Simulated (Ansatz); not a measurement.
# BrGaH4: the cost of one run

Method: RHF/def2-SVP; program: Ansatz 0.2.0.

## 1. Reference run: GaH₄Br, relaxed

input.yaml reads:

```yaml
crystal:
  periodic: [false, false, false]
  atoms:
    - { symbol: Ga, position_ang: [-0.613901, -0.53174, -0.084882] }
    - { symbol: H, position_ang: [0.700668, 0.623948, -1.094428] }
    - { symbol: H, position_ang: [-0.002725, -1.950026, -0.273994] }
    - { symbol: H, position_ang: [-1.935096, 0.274737, -0.242908] }
    - { symbol: H, position_ang: [0.897275, 0.781253, -0.149763] }
    - { symbol: Br, position_ang: [0.953779, 0.801827, 1.846075] }
basis:
  gaussian: { orbitals: def2-SVP }
hamiltonian:
  xc: hf
output:
  forces: true
relax:
  f_tol: 0.02
  max_steps: 120
  constraints:
    - { distance: [0, 5] }
    - { distance: [1, 4] }
    - { distance: [0, 1] }
    - { distance: [4, 5] }
  escape_saddle: false
```

On the command line:

```bash
ansatz run input.yaml --threads 1 --pin off --max-ram 2560MiB --backend cpu --events-out ev --progress --plain --runs-dir out
```

Q: Estimate wall time and peak memory on 1 thread of Arm Neoverse V2, shared host.

About 5.7 s, with a peak of 0.17 GiB.
